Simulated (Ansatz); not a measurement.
# YSe2 (CdCl2 type): how the settings move a single-point run

Question: which choices in the input matter for YSe2 (CdCl2 type)?

Program: Ansatz 0.2.0. Level of theory: reference: DFT PBE, scalar-relativistic, plane waves, PAW, unless a step's input says otherwise. These are calculated values, not measurements.

1 further run of the same task is left out (it didn't finish). Runs told in other sessions of the task aren't counted.

## (1) The structure to begin with

The structure is trigonal, space group R-3m (No. 166). Conventional cell: a = 4.340 Å, b = 4.340 Å, c = 15.628 Å, α = 90.00°, β = 90.00°, γ = 120.00°. Y (site symmetry -3m) is surrounded by 6 Se at 2.86 Å. Se (site symmetry 3m) is surrounded by 3 Y at 2.86 Å.

Coordinates:

```cif
data_structure
_symmetry_space_group_name_H-M 'R-3m:H'
_symmetry_Int_Tables_number 166
_cell_length_a 4.3401
_cell_length_b 4.3401
_cell_length_c 15.6277
_cell_angle_alpha 90.000
_cell_angle_beta 90.000
_cell_angle_gamma 120.000
_cell_volume 254.93
loop_
_atom_site_label
_atom_site_type_symbol
_atom_site_symmetry_multiplicity
_atom_site_Wyckoff_symbol
_atom_site_fract_x
_atom_site_fract_y
_atom_site_fract_z
_atom_site_occupancy
Y1 Y 3 a 0.00000 0.00000 0.00000 1
Se1 Se 6 c 0.33333 0.66667 0.91125 1
```

## (2) Baseline

Input file input.yaml:

```yaml
crystal:
  lattice:
    - [2.1700469514, 1.2528771915, 5.2092494223]
    - [-2.1700469514, 1.2528771915, 5.2092494223]
    - [0.0, -2.5057543831, 5.2092494223]
  atoms:
    - { symbol: "Y", position: [0.0, 0.0, 0.0] }
    - { symbol: Se, position: [0.2445848164, 0.2445848164, 0.2445848164] }
    - { symbol: Se, position: [0.7554151836, 0.7554151836, 0.7554151836] }
basis:
  ecutwfc: 420
  ecutrho_ratio: 4
kpoints:
  mp_grid: { grid: [10, 10, 10] }
  band_path:
    path:
      - [[0.0, 0.0, 0.0], [0.5, 0.5, 0.5], [0.79476992, 0.20523008, 0.5]]
      - [[0.5, -0.20523008, 0.20523008], [0.5, 0.0, 0.0], [0.0, 0.0, 0.0], [0.35261504, -0.35261504, 0.0]]
      - [[0.64738496, 0.0, 0.35261504], [0.5, 0.0, 0.5], [0.0, 0.0, 0.0]]
    npoints: 14
hamiltonian:
  xc: pbe
scf:
  occupations: { method: gaussian, width: 0.05 }
  n_extra_bands: 12
output:
  forces: true
  stress: true
  eigenvalues: true
  populations: true
  dos: { projected: true, de: 0.02, nscf_kmesh: { grid: [15, 15, 15] } }
  bader: true
  write_density: true
  write_potential: true
  elf: true
  volumetric_format: npy
```

On the command line:

```bash
$ ansatz run input.yaml --threads 2 --pin off --max-ram 2662MiB --backend cpu --events-out ev --progress --plain --runs-dir out
```

## (3) Changed: mp_grid.grid [7, 7, 7]

Input file input.yaml:

```yaml
crystal:
  lattice:
    - [2.17004695139, 1.252877191522, 5.209249422304]
    - [-2.17004695139, 1.252877191522, 5.209249422304]
    - [0.0, -2.505754383095, 5.209249422292]
  atoms:
    - { symbol: "Y", position: [0.0, 0.0, 0.0] }
    - { symbol: Se, position: [0.2445848164, 0.2445848164, 0.2445848164] }
    - { symbol: Se, position: [0.7554151836, 0.7554151836, 0.7554151836] }
basis:
  ecutwfc: 420
  ecutrho_ratio: 4
kpoints:
  mp_grid: { grid: [7, 7, 7] }
hamiltonian:
  xc: pbe
scf:
  occupations: { method: gaussian, width: 0.05 }
output:
  forces: true
  stress: true
  write_density: true
  write_potential: true
  elf: true
  volumetric_format: npy
```

## (4) Variant: lower_state_search standard

Input file input.yaml:

```yaml
crystal:
  lattice:
    - [2.17004695139, 1.252877191522, 5.209249422304]
    - [-2.17004695139, 1.252877191522, 5.209249422304]
    - [0.0, -2.505754383095, 5.209249422292]
  atoms:
    - { symbol: "Y", position: [0.0, 0.0, 0.0] }
    - { symbol: Se, position: [0.2445848164, 0.2445848164, 0.2445848164] }
    - { symbol: Se, position: [0.7554151836, 0.7554151836, 0.7554151836] }
basis:
  ecutwfc: 420
  ecutrho_ratio: 4
kpoints:
  mp_grid: { grid: [10, 10, 10] }
hamiltonian:
  xc: pbe
scf:
  occupations: { method: gaussian, width: 0.05 }
  lower_state_search: standard
output:
  forces: true
  stress: true
  write_density: true
  write_potential: true
  elf: true
  volumetric_format: npy
```

## (5) Changed: mp_grid.grid [5, 5, 5], xc rpbe

Input file input.yaml:

```yaml
crystal:
  lattice:
    - [2.17004695139, 1.252877191522, 5.209249422304]
    - [-2.17004695139, 1.252877191522, 5.209249422304]
    - [0.0, -2.505754383095, 5.209249422292]
  atoms:
    - { symbol: "Y", position: [0.0, 0.0, 0.0] }
    - { symbol: Se, position: [0.2445848164, 0.2445848164, 0.2445848164] }
    - { symbol: Se, position: [0.7554151836, 0.7554151836, 0.7554151836] }
basis:
  ecutwfc: 420
  ecutrho_ratio: 4
kpoints:
  mp_grid: { grid: [5, 5, 5] }
hamiltonian:
  xc: rpbe
scf:
  occupations: { method: gaussian, width: 0.05 }
output:
  forces: true
  stress: true
```

## (6) Changing settings: ecutwfc 250 eV, mixing.algorithm msr1, mixing.beta 0.5, mixing.ndim 8

Input file input.yaml:

```yaml
crystal:
  lattice:
    - [2.17004695139, 1.252877191522, 5.209249422304]
    - [-2.17004695139, 1.252877191522, 5.209249422304]
    - [0.0, -2.505754383095, 5.209249422292]
  atoms:
    - { symbol: "Y", position: [0.0, 0.0, 0.0] }
    - { symbol: Se, position: [0.2445848164, 0.2445848164, 0.2445848164] }
    - { symbol: Se, position: [0.7554151836, 0.7554151836, 0.7554151836] }
basis:
  ecutwfc: "250 eV"
  ecutrho_ratio: 4
kpoints:
  mp_grid: { grid: [10, 10, 10] }
hamiltonian:
  xc: pbe
scf:
  occupations: { method: gaussian, width: 0.05 }
  mixing: { algorithm: msr1, beta: 0.5, ndim: 8 }
output:
  forces: true
  stress: true
  write_density: true
  write_potential: true
  elf: true
  volumetric_format: npy
```

Before running it: what results should come out? Wanted: for each run, ending; energy change; pressure; gap; force.

The runs gave:

```tsv
run	ending	energy change	pressure (GPa)	gap (eV)	force (eV/Å)	cycles	time
reference	converged	0	0.0	0.00	0.00	6	39 s
1: mp_grid.grid [7, 7, 7]	converged	-0.3 meV/atom	0.0	0.00	0.01	6	3.5 s
2: lower_state_search standard	converged	0.0 meV/atom	0.0	0.00	0.00	6	9 s
3: mp_grid.grid [5, 5, 5], xc rpbe	converged	not comparable	1.8	0.00	0.00	6	1.5 s
4: ecutwfc 250 eV, mixing.algorithm msr1, mixing.beta 0.5, mixing.ndim 8	converged	+286.2 meV/atom	0.0	0.00	0.03	6	4.2 s
```

Times don't compare one to one where runs were asked for different outputs or read a saved state (see the inputs); cycles may leave out searches for a lower state.

Residual by cycle in the longest SCF loop of each run; runs are numbered as in the table. The quantity is the density residual dr2, in eV.

```tsv
cycle	reference	run 1	run 2	run 3	run 4
1	0.00288	0.0029	0.00295	0.00316	0.00522
2	0.00137	7.3e-4	5.7e-4	3.9e-4	0.00686
3	3.7e-5	2.6e-5	3.3e-5	1.5e-4	3.9e-4
4	2.2e-6	2.3e-6	1.7e-6	1.2e-5	7.9e-6
5	6.1e-8	5.9e-8	6.1e-8	1.1e-6	9.8e-7
6	1.2e-8	1.5e-9	3.7e-9	1.6e-8	6.4e-8
```

Of the converged runs whose energies compare with the reference's, «ecutwfc 250 eV, mixing.algorithm msr1, mixing.beta 0.5, mixing.ndim 8» moves the energy most (+286.2 meV/atom; its mixing changes the path alone) and «lower_state_search standard» least (0.0 meV/atom). Run 4 ran under the cutoff that the potentials recommend, as the log warns, so basis error is mixed into its values.
